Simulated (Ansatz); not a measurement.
**C₃H₉B₂N: one species, many methods**

Aim: compute C₃H₉B₂N with functionals from several rungs and with coupled cluster. The yardstick is the atomisation energy at the CCSD(T) limit.

Computed with Ansatz 0.2.0, Gaussian basis. Level: functionals in def2-TZVPP, the program's frozen cores in correlated methods.

Plan: PBE-D4, r2SCAN-D4, PBE0-D4, B3LYP-D4, ωB97X-V, ωB97M-V, B2PLYP; CCSD(T)/def2-TZVPP; MP2/def2-QZVPP; extrapolation to the limit.

### 1 Structure used throughout

An earlier PBE0-D4 in a triple-zeta def2 set relaxation fixed the geometry.

15 atoms, charge 0, spin multiplicity 1.

Atoms are counted from 1 here; the program's logs count them from 0.

Bond lengths: B1–C2 1.737 Å, B1–N6 1.579 Å, B1–H7 1.208 Å, B1–H8 1.213 Å, C2–B3 1.499 Å, C2–H9 1.091 Å, C2–H10 1.087 Å, B3–C4 1.585 Å, B3–H11 1.198 Å, C4–C5 1.479 Å, C4–N6 1.285 Å, C5–H12 1.092 Å, C5–H13 1.093 Å, C5–H14 1.094 Å, N6–H15 1.016 Å. Angles: C2–B1–N6 98.6°, C2–B1–H7 111.4°, C2–B1–H8 113.2°, N6–B1–H7 111.7°, N6–B1–H8 108.2°, H7–B1–H8 112.9°, B1–C2–B3 88.5°, B1–C2–H9 100.1°, B1–C2–H10 114.8°, B3–C2–H9 118.6°, B3–C2–H10 119.3°, H9–C2–H10 111.4°, C2–B3–C4 108.8°, C2–B3–H11 128.1°, C4–B3–H11 120.5°, B3–C4–C5 132.7°, B3–C4–N6 103.2°, C5–C4–N6 124.0° and more.

### 2 PBE-D4 (GGA)

Contents of in.yaml:

```yaml
crystal:
  periodic: [false, false, false]
  atoms:
    - {symbol: B, position_ang: [-0.067858, -1.378410, 0.984911]}
    - {symbol: C, position_ang: [1.240312, -0.284184, 1.315160]}
    - {symbol: B, position_ang: [0.375612, 0.837336, 0.824216]}
    - {symbol: C, position_ang: [-0.246630, 0.428480, -0.575567]}
    - {symbol: C, position_ang: [-0.609170, 1.209171, -1.778290]}
    - {symbol: N, position_ang: [-0.483000, -0.827337, -0.435910]}
    - {symbol: H, position_ang: [0.318818, -2.520857, 0.924587]}
    - {symbol: H, position_ang: [-1.010124, -1.237208, 1.734992]}
    - {symbol: H, position_ang: [2.001056, -0.688049, 0.645953]}
    - {symbol: H, position_ang: [1.581601, -0.279734, 2.347397]}
    - {symbol: H, position_ang: [-0.092314, 1.740819, 1.456160]}
    - {symbol: H, position_ang: [-1.044864, 0.592725, -2.567946]}
    - {symbol: H, position_ang: [0.272532, 1.722425, -2.171362]}
    - {symbol: H, position_ang: [-1.321893, 1.991000, -1.500176]}
    - {symbol: H, position_ang: [-0.935875, -1.356979, -1.174726]}
basis:
  gaussian: {orbitals: def2-TZVPP}
hamiltonian: {xc: pbe, dispersion: d4}
output: {forces: true, orbitals: {seedname: orbitals}}
```

Started as:

```
$ ansatz run in.yaml --threads 4 --pin off --events-out ev --progress --plain --max-ram 10444MiB
```

After this run come: r2SCAN-D4 (meta-GGA); PBE0-D4 (hybrid); B3LYP-D4 (hybrid); ωB97X-V (range-separated); ωB97M-V (range-separated); B2PLYP (double hybrid); CCSD(T) in def2-TZVPP; MP2 in def2-QZVPP.

Before running them: what should the planned runs give, taken together? Wanted: atomisation energy, CCSD(T)/CBS; farthest; mean size of error, hybrid; mean size of error, range-separated; gap, smallest and largest; T1 diagnostic; triples share of the correlation energy.

The runs gave:

```
                               quantity                                 value
        atomisation energy, CCSD(T)/CBS                         5905.5 kJ/mol
 functionals within 29.5 kJ/mol (0.5 %)                                B2PLYP
                               farthest                PBE-D4 (+184.8 kJ/mol)
             mean size of error, hybrid                           74.7 kJ/mol
    mean size of error, range-separated                           49.9 kJ/mol
              gap, smallest and largest  3.47 eV (PBE-D4), 10.21 eV (ωB97X-V)
                          T1 diagnostic                                0.0148
triples share of the correlation energy                                 4.3 %
```

PBE-D4 is off by +184.8 kJ/mol. Double hybrids carry the basis error of their MP2 part in triple zeta, and no dispersion term here, so their miss is partly the set-up's. The reference freezes the cores and leaves out relativity and excitations past (T), so misses under about 29.5 kJ/mol can't be ranked. Hartree-Fock recovers 75 % of the binding; the rest is correlation. Orbital gaps span 3.5 to 10.2 eV; exact exchange widens them.
